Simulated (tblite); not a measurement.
# C7H9FN: the cost of one run

The runs use tblite 0.8.0 and PySCF 2.14.0, with density-fitted response routines of our own; the level of theory stands in each step. All values are computed, except where a source is named. Atoms are numbered from 0 throughout.

## (1) The molecule as given

18 atoms, charge 0, multiplicity 2; geometry from: force field or distance geometry start.

Bonds of the start (Å): C0–C1 1.47, C1–C2 1.50, C2–F3 1.37, C1–C4 1.33, C4–C5 1.48, C4–C6 1.50, C6–C7 1.48, C7–N8 1.17, C0–H9 1.13, C0–H10 1.09, C0–H11 1.14, C2–H12 1.11, C5–H13 1.11, C5–H14 1.10, C5–H15 1.11, C6–H16 1.09, C6–H17 1.11.

## (2) Optimising the geometry with GFN2-xTB

Job settings and geometry (Å):

```
{"job": {"kind": "relax", "xc": "GFN2-xTB", "basis": "xTB"}, "charge": 0, "multiplicity": 2}
C     -1.784800    -0.643400    -0.603700
C     -0.849700     0.179500     0.185800
C     -1.399800     0.922800     1.363500
F     -1.491800     0.101000     2.455800
C      0.453400     0.259800    -0.069500
C      1.281000     1.120700     0.812500
C      1.063100    -0.464500    -1.228300
C      2.111600    -1.395400    -0.739700
N      2.936300    -2.148100    -0.376800
H     -1.888300    -1.696400    -0.220600
H     -1.667100    -0.590200    -1.688400
H     -2.818900    -0.204200    -0.400800
H     -2.442000     1.209900     1.097000
H      0.930200     2.169600     0.856000
H      1.327000     0.776900     1.858500
H      2.289900     1.179500     0.350700
H      0.323500    -1.033700    -1.797600
H      1.617600     0.262500    -1.866100
```

The run is started by

```sh
$ OMP_NUM_THREADS=1 python probes_run.py task.json out
```

This one command runs all jobs of the session in turn.

Q: Estimate the wall time of this first job on 1 thread of Intel Xeon Platinum 8259CL at 2.50GHz, shared host.

About 2.7 s.
